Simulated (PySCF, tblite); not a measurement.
# C3H10FSi2 radical: geometry, infrared bands and EPR parameters

What infrared bands and EPR parameters should C3H10FSi2 radical (`C[SiH2]C[C](F)[SiH3]`) show?

Programs: tblite 0.8.0 and PySCF 2.14.0, with density-fitted response routines of our own. Each step states its level of theory. These are calculated values for one molecule in the gas phase, unless marked as measured. Atoms are numbered from 0 throughout.

## (1) Starting geometry

16 atoms, charge 0, multiplicity 2; geometry from: force field or distance geometry start.

Bonds of the start (Å): C0–Si1 1.87, Si1–C2 1.86, C2–C3 1.50, C3–F4 1.39, C3–Si5 1.86, C0–H6 1.11, C0–H7 1.10, C0–H8 1.12, Si1–H9 1.45, Si1–H10 1.47, C2–H11 1.09, C2–H12 1.12, Si5–H13 1.47, Si5–H14 1.49, Si5–H15 1.48.

## (2) Geometry optimisation with GFN2-xTB

The job: settings as JSON, then the geometry in Å.

```
{"job": {"kind": "relax", "xc": "GFN2-xTB", "basis": "xTB"}, "charge": 0, "multiplicity": 2}
C     -2.503700     0.302700     0.767300
Si    -1.308700    -1.096000     0.426800
C      0.209000    -0.283700    -0.282000
C      1.152500     0.073500     0.833000
F      1.505500    -1.094800     1.493500
Si     2.607700     0.904200     0.025100
H     -3.542200    -0.005500     0.507500
H     -2.439300     0.584000     1.826500
H     -2.209200     1.183100     0.134600
H     -1.913200    -1.952700    -0.572500
H     -1.005000    -1.782600     1.686100
H      0.735300    -0.911300    -1.007600
H     -0.103000     0.676100    -0.756500
H      3.412500    -0.131500    -0.636600
H      2.005400     1.865800    -0.937300
H      3.388800     1.677500     1.015700
```

On the command line:

```console
$ OMP_NUM_THREADS=1 python probes_run.py task.json out
```

This one command runs all jobs of the session in turn.

The program printed:

```text
step      E/eV     max force
  0    -533.58268    1.434
  1    -533.70500    0.990
  2    -533.77380    0.805
  3    -533.82436    0.609
  4    -533.88380    0.555
  5    -533.91660    0.505
  6    -533.94998    0.535
  7    -533.98561    0.497
  8    -534.01863    0.443
  9    -534.04571    0.474
 10    -534.06976    0.373
 11    -534.08850    0.304
 12    -534.10248    0.295
 13    -534.11514    0.258
 14    -534.12674    0.259
 15    -534.13816    0.268
 16    -534.14906    0.234
 17    -534.15758    0.214
 18    -534.16425    0.221
 19    -534.16913    0.171
 20    -534.17313    0.158
 21    -534.17748    0.191
 22    -534.18213    0.183
 23    -534.18641    0.206
 24    -534.19008    0.190
 25    -534.19341    0.162
 26    -534.19661    0.147
 27    -534.19956    0.150
 28    -534.20205    0.122
 29    -534.20420    0.121
 30    -534.20643    0.141
 31    -534.20938    0.173
 32    -534.21374    0.209
 33    -534.21934    0.190
 34    -534.22438    0.152
 35    -534.22742    0.156
 36    -534.22935    0.134
 37    -534.23156    0.121
 38    -534.23427    0.125
 39    -534.23674    0.120
 40    -534.23839    0.094
 41    -534.23957    0.091
 42    -534.24087    0.118
 43    -534.24253    0.099
 44    -534.24409    0.096
 45    -534.24560    0.133
 46    -534.24767    0.151
 47    -534.25096    0.149
 48    -534.25554    0.182
 49    -534.26072    0.187
 50    -534.26622    0.164
 51    -534.27231    0.186
 52    -534.27895    0.238
 53    -534.28662    0.246
 54    -534.29348    0.293
 55    -534.30137    0.256
 56    -534.30898    0.250
 57    -534.31870    0.340
 58    -534.33217    0.380
 59    -534.34485    0.317
 60    -534.35032    0.383
 61    -534.35162    0.571
 62    -534.36223    0.142
 63    -534.36599    0.149
 64    -534.37363    0.273
 65    -534.37768    0.181
 66    -534.38127    0.151
 67    -534.38465    0.121
 68    -534.38907    0.102
 69    -534.39210    0.149
 70    -534.39456    0.132
 71    -534.39757    0.158
 72    -534.39864    0.231
 73    -534.40260    0.107
 74    -534.40444    0.074
 75    -534.40783    0.073
 76    -534.40872    0.072
 77    -534.40979    0.076
 78    -534.41070    0.074
 79    -534.41192    0.090
 80    -534.41294    0.071
 81    -534.41369    0.102
 82    -534.41415    0.060
 83    -534.41451    0.040
 84    -534.41483    0.041
 85    -534.41513    0.043
 86    -534.41536    0.043
 87    -534.41561    0.037
 88    -534.41592    0.045
 89    -534.41624    0.038
 90    -534.41649    0.035
 91    -534.41673    0.038
 92    -534.41704    0.047
 93    -534.41739    0.047
 94    -534.41767    0.041
 95    -534.41787    0.038
 96    -534.41807    0.033
 97    -534.41831    0.044
 98    -534.41853    0.039
 99    -534.41866    0.022
100    -534.41872    0.019
101    -534.41877    0.018
102    -534.41885    0.024
103    -534.41894    0.026
104    -534.41905    0.026
105    -534.41915    0.025
106    -534.41924    0.021
107    -534.41931    0.019
108    -534.41937    0.018
109    -534.41943    0.023
110    -534.41951    0.031
111    -534.41963    0.033
112    -534.41977    0.026
113    -534.41987    0.024
114    -534.41996    0.027
115    -534.42006    0.028
116    -534.42021    0.036
117    -534.42041    0.038
118    -534.42066    0.036
119    -534.42097    0.045
120    -534.42145    0.063
121    -534.42220    0.070
122    -534.42312    0.071
123    -534.42390    0.048
124    -534.42427    0.048
125    -534.42400    0.088
126    -534.42456    0.044
127    -534.42470    0.041
128    -534.42549    0.044
129    -534.42574    0.049
130    -534.42601    0.045
131    -534.42619    0.027
132    -534.42628    0.021
133    -534.42635    0.015
134    -534.42641    0.014
135    -534.42646    0.015
136    -534.42649    0.014
137    -534.42652    0.013
138    -534.42655    0.013
139    -534.42658    0.014
140    -534.42661    0.013
141    -534.42664    0.013
142    -534.42666    0.010
143    -534.42667    0.007
```

Run time: 0.81 s. Hardware: 1 thread of Arm Neoverse V2, shared host.

Step by step: (not every step is listed)

```
step  energy from step 0 (eV)  largest force (eV/Å)
   0                   0.0000                1.4339
   1                  -0.1223                0.9903
   2                  -0.1911                0.8051
   3                  -0.2417                0.6085
   4                  -0.3011                0.5547
   5                  -0.3339                0.5047
   6                  -0.3673                0.5350
   7                  -0.4029                0.4966
   8                  -0.4360                0.4427
  21                  -0.5948                0.1908
  34                  -0.6417                0.1519
  47                  -0.6683                0.1492
  60                  -0.7676                0.3831
  73                  -0.8199                0.1066
  86                  -0.8327                0.0431
  99                  -0.8360                0.0216
 112                  -0.8371                0.0257
 125                  -0.8413                0.0877
 138                  -0.8439                0.0134
 139                  -0.8439                0.0136
 140                  -0.8439                0.0131
 141                  -0.8440                0.0126
 142                  -0.8440                0.0103
 143                  -0.8440                0.0073
```

Close pairs (by a distance rule), those that changed most:

```
   bond  before (Å)  after (Å)  change (Å)
 Si1–C2       1.862      1.941      +0.080
  C2–C3       1.504      1.461      -0.043
  C0–H8       1.123      1.087      -0.037
  C0–H6       1.114      1.086      -0.028
 C2–H12       1.115      1.087      -0.028
 C0–Si1       1.871      1.895      +0.024
Si5–H14       1.488      1.464      -0.024
  C3–F4       1.388      1.366      -0.022
```

The final coordinates are the input of the step that follows.

## (3) Infrared spectrum with GFN2-xTB

The job: settings as JSON, then the geometry in Å.

```
{"job": {"kind": "ir", "xc": "GFN2-xTB", "basis": "xTB"}, "charge": 0, "multiplicity": 2}
C     -1.855682     0.686671     0.863683
Si    -1.374970    -1.085225     0.394832
C      0.241978    -0.993617    -0.675238
C      1.378868    -0.521904     0.112033
F      1.918096    -1.487332     0.913931
Si     2.019129     1.204062     0.333052
H     -2.787618     0.704942     1.420446
H     -1.091280     1.152232     1.479726
H     -1.986961     1.308674    -0.017657
H     -2.407478    -1.716304    -0.437966
H     -1.105655    -1.906653     1.576937
H      0.430237    -1.999004    -1.055270
H      0.074239    -0.321276    -1.513248
H      3.475998     1.221810     0.172480
H      1.354829     1.997080    -0.702809
H      1.708671     1.764789     1.658624
```

The program printed:

```text
mode    cm-1     km/mol
  1      38.3      0.52
  2      62.1      0.16
  3      74.5      1.18
  4     109.1      0.48
  5     125.9      0.65
  6     168.4      1.69
  7     230.0      1.04
  8     302.4      7.29
  9     363.2      8.94
 10     451.4     38.11
 11     510.1     57.73
 12     545.2      7.81
 13     562.6     89.82
 14     617.3     11.47
 15     652.0    143.35
 16     685.5     54.48
 17     749.8      4.65
 18     753.2    226.25
 19     767.4    112.81
 20     798.0    317.92
 21     811.1    164.70
 22     821.9    334.99
 23     827.5    104.54
 24     838.4    139.89
 25    1041.3     87.97
 26    1155.0     82.39
 27    1185.2     41.90
 28    1268.7      1.14
 29    1370.8     12.62
 30    1435.6      3.62
 31    1474.0      0.93
 32    1480.6      0.99
 33    2168.2    309.08
 34    2216.8    384.50
 35    2237.4    292.32
 36    2254.3    156.15
 37    2262.6    381.20
 38    2959.7     23.26
 39    3010.5     21.10
 40    3034.1     25.45
 41    3038.2     18.37
 42    3047.1     20.36
```

It took 0.45 s on 1 thread of Arm Neoverse V2, shared host.

Which atoms move in the most intense modes:

```
cm⁻¹  km/mol                                  atoms
 753   226.2                     H14 51 %, H13 25 %
 798   317.9           H14 41 %, H15 31 %, H13 13 %
 811   164.7  C2 18 %, Si1 15 %, H12 14 %, H11 12 %
 822   335.0                     H15 41 %, H13 37 %
2168   309.1                               H15 92 %
2217   384.5                                H9 95 %
2237   292.3                               H13 93 %
2263   381.2                               H10 88 %
```

## (4) EPR parameters: B3LYP/pcH-1

Settings changed since step 3:

```diff
@@ -1,2 +1,2 @@
-{"job": {"kind": "ir", "xc": "GFN2-xTB", "basis": "xTB"}, "charge": 0, "multiplicity": 2}
+{"job": {"kind": "epr", "basis": "pcH-1"}, "charge": 0, "multiplicity": 2}
 C     -1.855682     0.686671     0.863683
```

Method: UKS B3LYP, pcH-1 on C F H Si, non-relativistic, mean-field spin-orbit, GIAO.

The program printed:

```text
UKS, coarse grid
  cycle   1  E = -799.08682499  |g| = 4.32e-01
  cycle   2  E = -799.03732468  |g| = 5.79e-01
  cycle   3  E = -799.15587080  |g| = 8.39e-02
  cycle   4  E = -799.15754253  |g| = 3.76e-02
  cycle   5  E = -799.15814973  |g| = 6.06e-03
  cycle   6  E = -799.15817369  |g| = 1.69e-03
  cycle   7  E = -799.15817530  |g| = 7.26e-04
UKS, final grid
  cycle   1  E = -799.15823972  |g| = 7.27e-04
  cycle   2  E = -799.15823961  |g| = 9.14e-04
  cycle   3  E = -799.15823998  |g| = 1.71e-04
  cycle   4  E = -799.15823999  |g| = 3.88e-05
  cycle   5  E = -799.15824000  |g| = 2.63e-05
E = -799.15824000 Eh   <S^2> = 0.7539 (exact 0.7500)
g shifts (ppm)      1          2          3
  rmc          -184       -184       -184
  gc             -5         24         37
  oz_so        -123       2511       2849
  total        -311       2352       2702
hyperfine (MHz)  atom isotope    a_iso     a_fc   dipolar eigenvalues
    0   13C      -1.73      -1.73     -0.60      0.01      0.59
    1  29Si    -113.49    -113.64    -21.69     10.33     11.35
    2   13C     -27.00     -27.02     -3.81     -0.10      3.91
    3   13C      96.47      96.42    -75.79    -73.15    148.94
    4   19F     126.87     126.35   -227.20   -194.74    421.94
    5  29Si      43.98      44.04     -1.97     -1.91      3.88
    6    1H      -0.26      -0.26     -1.08     -0.53      1.61
    7    1H       0.10       0.10     -2.47     -1.69      4.15
    8    1H       1.00       1.00     -1.43     -1.01      2.44
    9    1H      17.99      17.99     -2.16     -0.96      3.12
   10    1H      -2.04      -2.04     -2.62     -1.49      4.11
   11    1H      69.36      69.35     -4.57     -3.57      8.15
   12    1H      21.50      21.49     -4.30     -4.01      8.31
   13    1H      49.03      49.03     -3.31     -2.12      5.43
   14    1H      -3.30      -3.30     -3.56     -2.66      6.22
   15    1H      70.38      70.38     -3.19     -1.67      4.86
```

Wall time 75 s (1 thread of Arm Neoverse V2, shared host); peak memory 1 GiB.

Principal g values 2.00201, 2.00467, 2.00502; g(iso) = 2.00390, against 2.00232 for a free electron.

Mean a(iso) over the nuclei that a row names, and the largest dipolar term of the row (other rows stand at the frozen geometry):

```
       nuclei  isotope  a(iso) (MHz)  a(iso) (G, at g = 2.0023)  largest dipolar term (MHz)
           F4      19F         126.9                       45.3                       421.9
          Si1     29Si        -113.5                      -40.5                       -21.7
           C3      13C          96.5                       34.4                       148.9
     H11, H12       1H          45.4                       16.2                         8.3
          Si5     29Si          44.0                       15.7                         3.9
H13, H14, H15       1H          38.7                       13.8                         6.2
           C2      13C         -27.0                       -9.6                         3.9
      H9, H10       1H           8.0                        2.8                         4.1
           C0      13C          -1.7                       -0.6                        -0.6
   H6, H7, H8       1H           0.3                        0.1                         4.2
```

Mulliken spin populations:

C0 0.00; Si1 0.07; C2 -0.06; C3 0.84; F4 0.06; Si5 -0.02; H6 0.00; H7 0.00; H8 0.00; H9 0.01; H10 0.00; H11 0.03; H12 0.01; H13 0.03; H14 0.00; H15 0.04

In first order the couplings over 0.8 MHz of 19F, 1H give 72 distinct lines over 124.8 G, if the averaged nuclei exchange fast; the same motion can average rows kept apart here too.

Orbitals, density, ELF and potential are computed afterwards from the orbital file.

ELF in a plane through or near 6 of the atoms.

Ten even steps from '0' (0.00) to '9' (1.00):
```
0000000000000000000000000000
0000000000000000000000000000
0000000000000000000000000000
0000000000000000000000000000
0000000135300022101330000000
0000000489930099737997000000
0000001599960199969999200000
0001222499960199848997100000
0008998501431025777420000000
0029999700464004888200000000
0019999836998412041210000000
0008998427626533272343100000
0001430003424446211675200000
0000000001331122222444100000
0000000001210031000121000000
0000000000000041000000000000
0000000000000020000000000000
0000000000000000000000000000
0000000000000000000000000000
0000000000000000000000000000
```
The map spans 12.6 Å across and 10.0 Å up, centred on the molecule. Atoms in the plane (x, y in Å): C0 (1.6, 1.3), Si1 (1.6, -0.6), C3 (-1.2, -0.9), Si5 (-2.3, 0.6), H6 (2.5, 1.8), H13 (-3.7, 0.2).

On the surface of density 0.002 e/bohr³ the electrostatic potential runs, from the 1st to the 99th percentile, from -0.85 V near F4 to 1.08 V near H14.

The spin density lies nearest to C3 63 %; F4 9 %.

## (5) Results

```
                                                                  quantity                  value
                                 strongest single infrared mode (GFN2-xTB)  2217 cm⁻¹, 384 km/mol
                                              zero-point energy (GFN2-xTB)          69.3 kcal/mol
                                                            g(iso) (B3LYP)                2.00390
                                                                      ⟨S²⟩     0.754 (exact 0.75)
                                        largest a(iso) (averaged by class)   19F on F4, 126.9 MHz
potential on the surface of density 0.002 e/bohr³, 1st and 99th percentile     -0.85 V and 1.08 V
```

In words: The optimisation took 143 steps and gained 0.844 eV; among the close pairs (by a distance rule), Si1–C2 changed most, from 1.862 to 1.941 Å. All 42 modes are real, so the xTB geometry is a minimum. The strongest single mode, at 2217 cm⁻¹, moves mainly H9. Unscaled tight-binding wavenumbers are off by several per cent, some by more. Its intensities can rank the bands wrongly. C3 carries the largest spin population, 0.84 e. The isotropic g lies 1.6 ppt above the free-electron value. These values are for one conformer; the search (at its own cheap level) found 2 more, at 0.42, 0.48 kcal/mol, and measured spectra average over such forms.
